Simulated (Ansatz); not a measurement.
## Rb2LiTiF6, space group Fm-3m: a band structure, step by step

Computed with Ansatz 0.2.0, Python API.

At the Python prompt:
```pycon
>>> import warnings
>>> import ansatz as az
>>> import numpy as np
>>> warnings.simplefilter("ignore", az.DeckWarning)
>>> vectors = np.array([
...     [0.0, 4.19773, 4.19773],
...     [4.19773, 0.0, 4.19773],
...     [4.19773, 4.19773, 0.0],
... ])
>>> structure = (
...     az.Lattice.of(vectors)
...     .atom("Rb", [0.25, 0.25, 0.25])
...     .atom("Rb", [0.75, 0.75, 0.75])
...     .atom("Li", [0.5, 0.5, 0.5])
...     .atom("Ti", [0.0, 0.0, 0.0])
...     .atom("F", [0.23905, 0.23905, 0.76095])
...     .atom("F", [0.23905, 0.76095, 0.76095])
...     .atom("F", [0.76095, 0.76095, 0.23905])
...     .atom("F", [0.23905, 0.76095, 0.23905])
...     .atom("F", [0.76095, 0.23905, 0.76095])
...     .atom("F", [0.76095, 0.23905, 0.23905])
... )
>>> path = [
...     ("K", (0.375, 0.375, 0.75)),
...     ("G", (0.0, 0.0, 0.0)),
...     ("L", (0.5, 0.5, 0.5)),
...     ("W", (0.5, 0.25, 0.75)),
...     ("X", (0.5, 0.0, 0.5)),
... ]
>>> calc = (
...     structure.calculation()
...     .occupations(az.OccupationsMethod.METHFESSEL_PAXTON, width=100 * az.meV)
...     .functional("pbesol")
...     .kpoints(5)
...     .band_structure([point for _, point in path], intervals=10)
...     .scf(extra_bands=6)
... )
>>> outcome = calc.run(threads=1)

>>> data = outcome.report
>>> outcome.lattice.cell_ang
array([[0.     , 4.19773, 4.19773],
       [4.19773, 0.     , 4.19773],
       [4.19773, 4.19773, 0.     ]])
>>> sorted(key for key in data if key.endswith("_ev"))
['eigenvalues_ev', 'energy_sigma0_ev', 'entropy_ts_ev', 'fermi_energy_ev', 'free_energy_ev', 'gap_by_band_count_ev', 'harris_foulkes_ev', 'internal_energy_ev', 'lagrangian_above_aufbau_ev', 'lagrangian_ev', 'lagrangian_sigma0_ev', 'loop_eigenvalues_ev', 'loop_fermi_energy_ev', 'occupations_fermi_energy_ev', 'residual_norms_ev']
>>> outcome.unlabelled_reasons
['no_forces']
>>> for key in ("converged", "n_iterations", "n_electrons", "n_kpoints", "n_pw", "n_symmetry_ops", "free_energy_ev", "fermi_energy_ev"):
...     print(f"{key:18s} {data[key]}")
...
converged          True
n_iterations       9
n_electrons        75.0
n_kpoints          10
n_pw               2891
n_symmetry_ops     48
free_energy_ev     -13927.198955125263
fermi_energy_ev    7.863991525680029
>>> bands = outcome.band_structure()
>>> fermi = bands.fermi_energy_ev
>>> print(f"zero of the bands: {fermi:.3f} eV, the Fermi level found on the SCF mesh")
zero of the bands: 7.864 eV, the Fermi level found on the SCF mesh
>>> for spin, channel in enumerate(bands.channels):
...     print("channel", spin, "- computed levels within 8 eV of the Fermi level")
...     for i, (label, _) in enumerate(path):
...         levels = channel.eigenvalues_ev[i * 10] - fermi
...         print(f"  {label:3s}", " ".join(f"{e:7.3f}" for e in levels if abs(e) < 8))
...
channel 0 - computed levels within 8 eV of the Fermi level
  K    -7.889  -7.764  -7.644  -7.396  -7.311  -7.169  -7.150  -7.131  -6.629  -6.548  -6.461  -6.408  -6.358  -6.224  -6.196  -6.167  -5.919   0.029   0.097   0.102   1.799   2.093   4.114   4.539
  G    -7.545  -7.545  -7.384  -7.384  -7.384  -7.127  -7.127  -7.127  -6.354  -6.354  -6.354  -6.036  -6.036  -6.036  -5.827  -5.827  -5.827  -0.020  -0.020  -0.020   1.589   2.153   2.153   3.953
  L    -7.864  -7.864  -7.728  -7.431  -7.158  -7.158  -6.953  -6.953  -6.840  -6.584  -6.584  -6.188  -6.114  -6.114  -6.065  -6.065  -6.005   0.038   0.048   0.048   1.978   1.978   3.636   3.842
  W    -7.650  -7.565  -7.565  -7.261  -7.261  -7.118  -7.118  -6.535  -6.535  -6.442  -6.442  -6.394  -6.298  -6.276  -6.006  -6.006   0.059   0.059   0.118   1.824   2.058   4.457   4.457
  X    -7.797  -7.726  -7.551  -7.405  -7.405  -7.136  -7.136  -7.073  -6.914  -6.547  -6.374  -6.374  -6.280  -6.280  -6.258  -6.258  -5.843   0.007   0.118   0.118   1.706   2.201   3.741   4.844
```

What to keep in mind:
- Total energies depend on the potentials; only differences at equal settings carry meaning. A total without «per atom» is that of the cell as typed.
- The cell holds an odd number of electrons and is run without spin, so a magnetic state may lie lower.
- The computed bands are complete only to about 4.0 eV above the Fermi level.
- The mesh is modest for a metal, so energies can be off by several to tens of meV an atom and pressures by half a GPa or more; differences at equal mesh fare better.
- The zero of the levels is a convention of the potentials, so an absolute Fermi energy is no work function.
- A gap by band count of zero or less means overlapping bands, a metal, and at an odd count of electrons it is no gap at all.
- This cell is a computed structure, which may not be the phase found in nature.
- Gaps and levels are Kohn-Sham values on a finite set of k-points, without spin-orbit coupling.
- Hardware and time: 10 s on 1 thread of Arm Neoverse V2, with other jobs on the host, peak memory 0.48 GiB.

(Lines on the test bed's own set-up are left out of the output.)
